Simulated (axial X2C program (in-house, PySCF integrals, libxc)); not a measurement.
# AsH⁻: properties at the nuclei

Wanted for AsH⁻: properties at the nuclei, at the two-component level.

The runs use an in-house X2C program for linear molecules on PySCF integrals; two-component X2C with atomic mean-field terms, As dyall-acv3z, H dyall-av3z.

All values are calculated.

## (1) The job

Contents of task.json:

```json
{
 "zs": [
  33,
  1
 ],
 "q": -1,
 "bas": [
  "dyall-acv3z",
  "dyall-av3z"
 ],
 "r0": 1.53,
 "levels": [
  "PBE0",
  "HF",
  "BP86",
  "PBE",
  "TPSSh"
 ],
 "nst": 3
}
```

Keys: zs atomic numbers; q charge; bas basis sets; r0 starting distance in Å; levels methods (HF also brings MP2); nst determinants followed.

The run is started by

```
> python soeom.py task.json out
```

Further steps of the session: Expectation values, lowest determinant; Expectation values, a higher determinant; Expectation values, a higher determinant.

What does the calculation give? Wanted: lowest determinant; Eeff magnitude; Ws magnitude As; A∥/gI As; qzz As; higher determinant (for each run or level that gives them).

As calculated:

| quantity | value |
| --- | --- |
| lowest determinant | Ω = 3/2 (excess of +ω over −ω: ω = 3/2) |
| Eeff magnitude (GV/cm), PBE0 | 0.216 |
| Ws magnitude As (kHz), PBE0 | 0.0585 |
| A∥/gI As (MHz), PBE0 | 236 |
| qzz As (a.u.), PBE0 | 0.83 |
| higher determinant | Ω = 1/2 (excess of +ω over −ω: ω = 1/2) |
| Eeff magnitude (GV/cm), PBE0, higher determinant | 0.0438 |
| Ws magnitude As (kHz), PBE0, higher determinant | 0.0309 |
| A∥/gI As (MHz), PBE0, higher determinant | 1540 |
| qzz As (a.u.), PBE0, higher determinant | 0.65 |
| higher determinant | Ω = 1/2 (excess of +ω over −ω: 2 × ω = -1/2, ω = 3/2) |
| Eeff magnitude (GV/cm), PBE0, higher determinant | 0.0694 |
| Ws magnitude As (kHz), PBE0, higher determinant | 0.0419 |
| A∥/gI As (MHz), PBE0, higher determinant | -1190 |
| qzz As (a.u.), PBE0, higher determinant | -1.59 |

What this shows: In the first state, the effective field runs from 0.15 to 0.477 GV/cm over the mean-field levels, so the levels don't agree on it. The expectation values come from single determinants, which for open shells can mix terms of unlike spin or miss the lowest Ω, so a determinant need not be a state. Eeff is the effective electric field on the electron dipole moment in this Ω state and Ws the scalar–pseudoscalar constant (defined with the proton number Z and per Ω); A∥ is the parallel hyperfine constant, which follows by multiplying with the nuclear g factor gI = μI/(I μN); qzz is the electric field gradient, eQq0 = 234.96 MHz × Q/barn × qzz. The operators were transformed with the bare-nucleus X2C matrices.
